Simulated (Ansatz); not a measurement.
# LaPPt3: the cost of one run

Method: DFT PBE, scalar-relativistic, plane waves, PAW, in Ansatz 0.2.0.

### 1 The system as given

Symmetry: P4/nmm, No. 129, tetragonal system. The conventional cell has a = 5.760 Å, b = 5.760 Å, c = 5.474 Å, α = 90.00°, β = 90.00°, γ = 90.00°. Around La (site symmetry -4m2) lie 12 Pt at 2.99 to 3.41 Å and 4 P at 3.26 Å. P (site symmetry 4mm) is surrounded by 6 Pt at 2.32 to 3.15 Å and 4 La at 3.26 Å. Pt (site symmetry 4mm) has 1 P at 2.32 Å as nearest neighbours. Pt (site symmetry 2/m) is surrounded by 2 P at 2.37 Å.

As a file:

```xyz
10
Lattice="5.7597 0.0000 0.0000 0.0000 5.7597 0.0000 0.0000 0.0000 5.4736" Properties=species:S:1:pos:R:3 pbc="T T T"
La    0.0000    0.0000    0.0000
La    2.8798    2.8798    0.0000
P     0.0000    2.8798    3.9470
P     2.8798    0.0000    1.5266
Pt    0.0000    2.8798    0.7942
Pt    2.8798    0.0000    4.6794
Pt    1.4399    1.4399    2.7368
Pt    1.4399    4.3198    2.7368
Pt    4.3198    4.3198    2.7368
Pt    4.3198    1.4399    2.7368
```

(A quick probe on a coarse mesh, which set the mesh and smearing, is not shown.)

### 3 Rough relaxation on the coarse mesh

The input, input.yaml:

```yaml
crystal:
  lattice:
    - [5.7597, 0.0, 0.0]
    - [0.0, 5.7597, 0.0]
    - [0.0, 0.0, 5.4736]
  atoms:
    - { symbol: La, position: [0.0, 0.0, 0.0] }
    - { symbol: La, position: [0.5, 0.5, 0.0] }
    - { symbol: P, position: [0.0, 0.5, 0.7211] }
    - { symbol: P, position: [0.5, 0.0, 0.2789] }
    - { symbol: Pt, position: [0.0, 0.5, 0.1451] }
    - { symbol: Pt, position: [0.5, 0.0, 0.8549] }
    - { symbol: Pt, position: [0.25, 0.25, 0.5] }
    - { symbol: Pt, position: [0.25, 0.75, 0.5] }
    - { symbol: Pt, position: [0.75, 0.75, 0.5] }
    - { symbol: Pt, position: [0.75, 0.25, 0.5] }
basis:
  ecutwfc: 420
kpoints:
  mp_grid: { grid: [4, 4, 4] }
hamiltonian:
  xc: pbe
scf:
  occupations: { method: gaussian, width: 0.1 }
output:
  forces: true
  stress: true
  eigenvalues: true
relax:
  adjacent_minimum: "off"
  f_tol: 0.05
  max_steps: 80
  cell: { stress_tol: 0.5 }
```

Run with:

```sh
$ ansatz run input.yaml --threads 4 --pin off --max-ram 10240MiB --backend cpu --events-out ev --progress --plain --runs-dir out
```

What time and memory should one allow on 4 threads of Arm Neoverse N1, shared host?

About 62 s, with a peak of 0.79 GiB.
